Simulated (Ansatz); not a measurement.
# H5NO2SiTe: the cost of one run

All numbers below are computed with Ansatz 0.2.0 (RKS PBE0-D4/def2-SVP).

### Step 1. Starting point

Bond lengths: N1–Si2 1.749 Å, Si2–O3 1.696 Å, Si2–O4 1.686 Å, Si2–Te5 2.491 Å, N1–H6 1.122 Å, N1–H7 1.037 Å, O3–H8 1.050 Å, O4–H9 1.035 Å, Te5–H10 1.696 Å. Angles: N1–Si2–O3 106.9°, N1–Si2–O4 113.0°, N1–Si2–Te5 109.8°, O3–Si2–O4 109.0°, O3–Si2–Te5 109.9°, O4–Si2–Te5 108.2°, Si2–N1–H6 105.8°, Si2–N1–H7 108.7°, H6–N1–H7 103.6°, Si2–O3–H8 104.5°, Si2–O4–H9 106.4°, Si2–Te5–H10 90.3°.

Coordinates:

```xyz
10

N    -1.2506   -0.3016   -0.8772
Si   -0.0104   -0.0448    0.3285
O     0.9184   -1.4629    0.3891
O    -0.6366    0.2688    1.8624
Te    1.4253    1.8801   -0.3326
H    -1.8220    0.6621   -0.9370
H    -0.7986   -0.3762   -1.8079
H     1.6893   -1.2433    1.0666
H    -1.2454   -0.5336    2.0993
H     1.8136    1.1003   -1.7883
```

### Step 2. Relaxing end A

input.yaml

```yaml
crystal:
  periodic: [false, false, false]
  atoms:
    - { symbol: "N", position_ang: [-1.2506, -0.3016, -0.8772] }
    - { symbol: Si, position_ang: [-0.0104, -0.0448, 0.3285] }
    - { symbol: O, position_ang: [0.9184, -1.4629, 0.3891] }
    - { symbol: O, position_ang: [-0.6366, 0.2688, 1.8624] }
    - { symbol: Te, position_ang: [1.4253, 1.8801, -0.3326] }
    - { symbol: H, position_ang: [-1.822, 0.6621, -0.937] }
    - { symbol: H, position_ang: [-0.7986, -0.3762, -1.8079] }
    - { symbol: H, position_ang: [1.6893, -1.2433, 1.0666] }
    - { symbol: H, position_ang: [-1.2454, -0.5336, 2.0993] }
    - { symbol: H, position_ang: [1.8136, 1.1003, -1.7883] }
basis:
  gaussian: { orbitals: def2-SVP }
hamiltonian:
  xc: pbe0
  dispersion: d4
relax:
  f_tol: 0.015
  max_steps: 40
output:
  orbitals: {}
```

Command:

```bash
$ ansatz run input.yaml --threads 2 --pin off --max-ram 3072MiB --backend cpu --events-out ev --progress --plain --runs-dir out
```

What time and memory should one allow on 2 threads of Intel Xeon Platinum 8375C at 2.90GHz (Ice Lake), shared host?

About 49 s, with a peak of 0.3 GiB.
